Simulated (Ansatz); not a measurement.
# GaH4+ (singlet): from Hartree-Fock to the top rungs at scale of all distances = 1.000, cc-pVDZ

Aim: climb from Hartree-Fock through coupled cluster and multireference methods for GaH4+ (singlet) at one geometry and basis, and see what each rung misses.

Program: Ansatz 0.2.0, Gaussian basis. Level of theory: cc-pVDZ, core rule «outside noble gas», up to 14 orbitals frozen. These are calculated values, not measurements.

The runs, in order: UHF; CCSD(T) on RHF; BCCD(T) on RHF; CISD; CCSDT(Q) on RHF; CASSCF and MRCISD+Q, 2 electrons in 2 orbitals; CASSCF and NEVPT2, 2 electrons in 2 orbitals; Full CI.

13 further runs of the same task are left out: 6 for a known fault of the program, 7 that didn't finish.

### Step 1. What is computed

The geometry derives from a PBE0/def2-TZVP stationary point (not a proven minimum). All distances are scaled together. No spin-orbit coupling is included. The filled d shell of Ga may be among the frozen orbitals whatever the setting's name suggests; the logs give the count.

5 atoms, charge 1, spin multiplicity 1.

Atoms are counted from 1 here; the program's logs count them from 0.

Bond lengths: Ga1–H2 1.527 Å, Ga1–H4 1.527 Å, H3–H5 0.765 Å. Angles: H2–Ga1–H4 169.3°.

### Step 2. UHF

in.yaml

```yaml
crystal:
  periodic: [false, false, false]
  atoms:
    - {symbol: Ga, position_ang: [0.000000, 0.000000, -0.055194]}
    - {symbol: H, position_ang: [0.000000, 1.520673, -0.197915]}
    - {symbol: H, position_ang: [0.000000, 0.382522, 2.106890]}
    - {symbol: H, position_ang: [0.000000, -1.520673, -0.197915]}
    - {symbol: H, position_ang: [0.000000, -0.382522, 2.106890]}
basis:
  gaussian: {orbitals: cc-pVDZ}
total_charge: 1
magnetization: {spin_polarized: true, initial_magnetization: 0}
hamiltonian: {xc: hf}
output: {orbitals: {seedname: orbitals}}
```

The run is started by

```bash
> ansatz run in.yaml --threads 1 --pin off --events-out ev --progress --plain --max-ram 2393MiB
```

Further steps of the session: CCSD(T) on RHF; BCCD(T) on RHF; CISD; CCSDT(Q) on RHF; CASSCF and MRCISD+Q, 2 electrons in 2 orbitals; CASSCF and NEVPT2, 2 electrons in 2 orbitals; Full CI.

Before running them: what should the planned runs give, taken together? Wanted: FCI below the RHF energy; RMP2 from FCI; RCCSD from FCI; RCCSD(T) from FCI; RCCSDT(Q) from FCI; NEVPT2 pair from FCI; T1 diagnostic; effectively unpaired electrons.

As calculated:

```
                         quantity                                        value
         FCI below the RHF energy                                   -2.8284 eV
                    RMP2 from FCI                              +16.23 kcal/mol
                   RCCSD from FCI                               +0.77 kcal/mol
                RCCSD(T) from FCI                               +0.21 kcal/mol
               RCCSDT(Q) from FCI                               +0.01 kcal/mol
             NEVPT2 pair from FCI                              +15.25 kcal/mol
levels within 1 kcal/mol (43 meV)  RCCSD, RCCSD(T), BCCD(T), RCCSDT, RCCSDT(Q)
                    T1 diagnostic                                        0.008
   effectively unpaired electrons                                         0.03
```

In words: RCCSD(T) lands +0.21 kcal/mol from the yardstick (0.3 % of the correlation energy). One determinant dominates. These misses are within one basis, not against nature.
